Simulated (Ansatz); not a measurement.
# One shape, several levels: BHBrCl (SMILES ClBBr)

Aim: a comparison of 6 runs (HF/6-31G*, PBE0/def2-SVP, B3LYP/6-31G*, r2SCAN/aug-cc-pVDZ, U-r2SCAN50-D4/def2-TZVPP, r2SCAN-rVV10/x2c-TZVPPall) of BHBrCl. 

The results are computed with Ansatz 0.2.0.

3 further runs of the same task are left out: 1 for a known fault of the program, 1 that didn't finish, 1 set aside as unsound or not needed.

### 1 Starting point

BHBrCl: 4 atoms, total charge 0, spin state singlet. As SMILES, `ClBBr`. The coordinates come from a PBE0-D4/def2-TZVP relaxation.

Bond lengths: Cl1–B2 1.730 Å, B2–Br3 1.896 Å, B2–H4 1.186 Å. Angles: Cl1–B2–Br3 121.0°, Cl1–B2–H4 120.0°, Br3–B2–H4 119.0°.

### 2 Energy and forces at HF/6-31G(d) (spherical functions) (run 1)

The input, molecule.yaml:

```yaml
crystal:
  periodic: [false, false, false]
  atoms:
    - {symbol: Cl, position_ang: [-1.581100, -0.566000, 0.167500]}
    - {symbol: B, position_ang: [-0.009700, 0.106300, -0.098000]}
    - {symbol: Br, position_ang: [1.529300, -0.664800, 0.696100]}
    - {symbol: H, position_ang: [0.116900, 1.064300, -0.785900]}
basis:
  gaussian: {orbitals: 6-31G_st_-spherical.json}
hamiltonian: {xc: hf}
accuracy: high
output: {forces: true, orbitals: {seedname: orbitals}}
```

The basis set 6-31G* is read from a file made from the Basis Set Exchange's data (not shown).

The run is started by

```console
$ ansatz run molecule.yaml --threads 1 --pin off --max-ram 2610MiB --events-out events.jsonl --progress --plain --runs-dir runs
```

Log:

```text
Warning: RAYON_NUM_THREADS=1 ignored (pool sized by the plan → 1); use --threads N
Functional definition: HF
  name "HF"
  exchange = exact_x
  correlation = 0
1286 factors; integrals over basis functions are off by at most 4.7e-9 eV
mean field evaluation 1: about -83181.8199 eV, gradient 1.7e1 eV
mean field evaluation 2: about -83181.8579 eV, gradient 1.7e1 eV
mean field evaluation 4: about -83182.9404 eV, gradient 1.8e0 eV
mean field evaluation 8: about -83182.9609 eV, gradient 1.3e-1 eV
mean field evaluation 16: about -83182.9610 eV, gradient 9.5e-9 eV
mean field -83182.96103679 eV, -3056.9174346661 hartree, gradient 9.5e-9 eV, S^2 0.000000; 0 other end points of the search recorded, 0 dependent functions left out
the calculation of the forces begins
reference -83182.96103679 eV, -3056.9174346661 hartree; 29, 29 occupied and 37, 37 virtual orbitals, 1286 factors
Total energy: -83182.96103679 eV, -3056.9174346661 hartree
Atom 0 at    -1.581100    -0.566000     0.167500 Å, force    -0.337504    -0.103330     0.026778 eV/Å
Atom 1 at    -0.009700     0.106300    -0.098000 Å, force     0.031290     0.482235    -0.351137 eV/Å
Atom 2 at     1.529300    -0.664800     0.696100 Å, force     0.349862    -0.140960     0.155238 eV/Å
Atom 3 at     0.116900     1.064300    -0.785900 Å, force    -0.043648    -0.237945     0.169121 eV/Å
Dipole moment:     0.013261     0.139737    -0.101094 e Å
```

Wall time 3.3 s (1 thread of Arm Neoverse V2, shared host).

### 3 Energy and gradient at PBE0/def2-SVP (run 2)

The input, job.yaml:

```yaml
basis:
  gaussian:
    orbitals: def2-SVP
crystal:
  periodic: [false, false, false]
  atoms:
    - {symbol: Cl, position_ang: [-1.581100, -0.566000, 0.167500]}
    - {symbol: B, position_ang: [-0.009700, 0.106300, -0.098000]}
    - {symbol: Br, position_ang: [1.529300, -0.664800, 0.696100]}
    - {symbol: H, position_ang: [0.116900, 1.064300, -0.785900]}
hamiltonian:
  xc: pbe0
output:
  forces: true
  orbitals: {seedname: orbitals}
accuracy: high
```

The run is started by

```console
$ ansatz run job.yaml --threads 1 --pin off --max-ram 2610MiB --events-out events.jsonl --progress --plain --runs-dir runs
```

Log (excerpt; [...] marks lines left out):

```text
Warning: RAYON_NUM_THREADS=1 ignored (pool sized by the plan → 1); use --threads N
Functional definition: PBE0
  name "PBE0"
[...]
1313 factors; integrals over basis functions are off by at most 4.7e-9 eV
[...]
mean field -83237.26808659 eV, -3058.9131819354 hartree, gradient 5.4e-9 eV, S^2 0.000000; 0 other end points of the search recorded, 0 dependent functions left out
[...]
reference -83237.26808830 eV, -3058.9131819984 hartree; 29, 29 occupied and 40, 40 virtual orbitals, 1313 factors
Total energy: -83237.26808830 eV, -3058.9131819984 hartree
Atom 0 at    -1.581100    -0.566000     0.167500 Å, force    -0.165199    -0.064601     0.023462 eV/Å
Atom 1 at    -0.009700     0.106300    -0.098000 Å, force     0.096224    -0.209746     0.168669 eV/Å
Atom 2 at     1.529300    -0.664800     0.696100 Å, force     0.030538    -0.008431     0.010720 eV/Å
Atom 3 at     0.116900     1.064300    -0.785900 Å, force     0.038437     0.282778    -0.202851 eV/Å
Dipole moment:    -0.015757     0.057779    -0.044912 e Å
```

Run time: 5.4 s. Hardware: 1 thread of Arm Neoverse V2, shared host.

### 4 Energy and gradient at B3LYP/6-31G(d) (Cartesian functions) (run 3)

The input, job.yaml:

```yaml
crystal:
  periodic: [false, false, false]
  atoms:
    - {symbol: Cl, position_ang: [-1.581100, -0.566000, 0.167500]}
    - {symbol: B, position_ang: [-0.009700, 0.106300, -0.098000]}
    - {symbol: Br, position_ang: [1.529300, -0.664800, 0.696100]}
    - {symbol: H, position_ang: [0.116900, 1.064300, -0.785900]}
basis:
  gaussian: {orbitals: "6-31G*"}
hamiltonian: {xc: {name: B3LYP}}
output: {forces: true, orbitals: {seedname: orbitals}}
accuracy: high
```

The run is started by

```console
$ ansatz run job.yaml --threads 1 --pin off --max-ram 2610MiB --events-out events.jsonl --progress --plain --runs-dir runs
```

Log (excerpt; [...] marks lines left out):

```text
Warning: RAYON_NUM_THREADS=1 ignored (pool sized by the plan → 1); use --threads N
Functional definition: B3LYP
  name "B3LYP"
[...]
1307 factors; integrals over basis functions are off by at most 3.8e-9 eV
[...]
mean field -83255.93137008 eV, -3059.5990449532 hartree, gradient 4.4e-9 eV, S^2 0.000000; 0 other end points of the search recorded, 0 dependent functions left out
[...]
reference -83255.93140219 eV, -3059.5990461332 hartree; 29, 29 occupied and 42, 42 virtual orbitals, 1307 factors
Total energy: -83255.93140219 eV, -3059.5990461332 hartree
Atom 0 at    -1.581100    -0.566000     0.167500 Å, force    -0.434007    -0.139316     0.039169 eV/Å
Atom 1 at    -0.009700     0.106300    -0.098000 Å, force     0.051566     0.311464    -0.222219 eV/Å
Atom 2 at     1.529300    -0.664800     0.696100 Å, force     0.388766    -0.149519     0.167245 eV/Å
Atom 3 at     0.116900     1.064300    -0.785900 Å, force    -0.006325    -0.022630     0.015805 eV/Å
Dipole moment:     0.004914     0.084510    -0.061595 e Å
```

Run time: 6.3 s. Hardware: 1 thread of Arm Neoverse V2, shared host.

Runs 4 to 5 aren't shown in full; the table further down has their settings and results.

### 5 Energy and gradient at r2SCAN-rVV10/x2c-TZVPPall (sfX2C) (run 6)

The input, run.yaml:

```yaml
crystal:
  periodic: [false, false, false]
  atoms:
    - {symbol: Cl, position_ang: [-1.581100, -0.566000, 0.167500]}
    - {symbol: B, position_ang: [-0.009700, 0.106300, -0.098000]}
    - {symbol: Br, position_ang: [1.529300, -0.664800, 0.696100]}
    - {symbol: H, position_ang: [0.116900, 1.064300, -0.785900]}
basis:
  gaussian:
    orbitals: x2c-TZVPPall
hamiltonian:
  xc: r2scan
  dispersion: rvv10
output: {forces: true}
```

The run is started by

```console
$ ansatz run run.yaml --threads 1 --pin off --max-ram 2610MiB --events-out events.jsonl --progress --plain --runs-dir runs
```

Log (excerpt; [...] marks lines left out):

```text
Warning: RAYON_NUM_THREADS=1 ignored (pool sized by the plan → 1); use --threads N
Functional definition: r2SCAN+rVV10
  name "r2SCAN+rVV10"
[...]
904 factors; their error is unknown
[...]
mean field -84172.44945727 eV, -3093.2804634193 hartree, gradient 1.6e-5 eV, S^2 0.000000; 0 other end points of the search recorded, 0 dependent functions left out
[...]
reference -84172.44946600 eV, -3093.2804637399 hartree; 29, 29 occupied and 106, 106 virtual orbitals, 904 factors
Total energy: -84172.44946600 eV, -3093.2804637399 hartree
Relativity: scalar
Atom 0 at    -1.581100    -0.566000     0.167500 Å, force    -0.085231    -0.042740     0.019058 eV/Å
Atom 1 at    -0.009700     0.106300    -0.098000 Å, force     0.049737     0.087614    -0.057421 eV/Å
Atom 2 at     1.529300    -0.664800     0.696100 Å, force     0.030453    -0.016167     0.016411 eV/Å
Atom 3 at     0.116900     1.064300    -0.785900 Å, force     0.005040    -0.028707     0.021951 eV/Å
Dipole moment:    -0.006633     0.059951    -0.045178 e Å
```

Wall time 8.7 s (1 thread of Arm Neoverse V2, shared host).

### 6 The series

| run | level | Cartesian functions | accuracy | energy (Eh) | dipole moment (D) | HOMO energy (eV) | LUMO energy (eV) | wall time |
| --- | --- | --- | --- | --- | --- | --- | --- | --- |
| 1 | HF/6-31G* (spherical functions) | no | high | -3056.917435 | 0.83 | -11.64 | 1.97 | 3.3 s |
| 2 | PBE0/def2-SVP | no | high | -3058.913182 | 0.36 | -8.53 | -1.72 | 5.4 s |
| 3 | B3LYP/6-31G* (Cartesian functions) | yes | high | -3059.599046 | 0.50 | -8.31 | -1.92 | 6.3 s |
| 4 | r2SCAN/aug-cc-pVDZ | no | high | -3059.791679 | 0.45 | -7.70 | -2.57 | 19 s |
| 5 | U-r2SCAN50-D4/def2-TZVPP | no | medium | -3059.824219 | 0.55 | – | – | 13 s |
| 6 | r2SCAN-rVV10/x2c-TZVPPall (sfX2C) | no | medium | -3093.280464 | 0.36 | – | – | 8.7 s |

### 7 Outcome

```
                       quantity           value
            run 6: total energy  -3093.28046 Eh
           run 6: dipole moment          0.36 D
run 6: largest force on an atom      0.116 eV/Å
```

**Reading.** The dipole moment (its size) runs from 0.36 D (PBE0/def2-SVP) to 0.83 D (HF/6-31G*). The two ends differ in method and basis. Over runs 1, 2, 3, 4 the HOMO–LUMO gap runs from 5.13 eV (r2SCAN/aug-cc-pVDZ) to 13.61 eV (HF/6-31G*). Totals of different functionals can't be ranked against each other. Some runs of one species differ in core potentials or relativity; totals across that change don't compare. All runs together took 56 s, the longest 19 s.
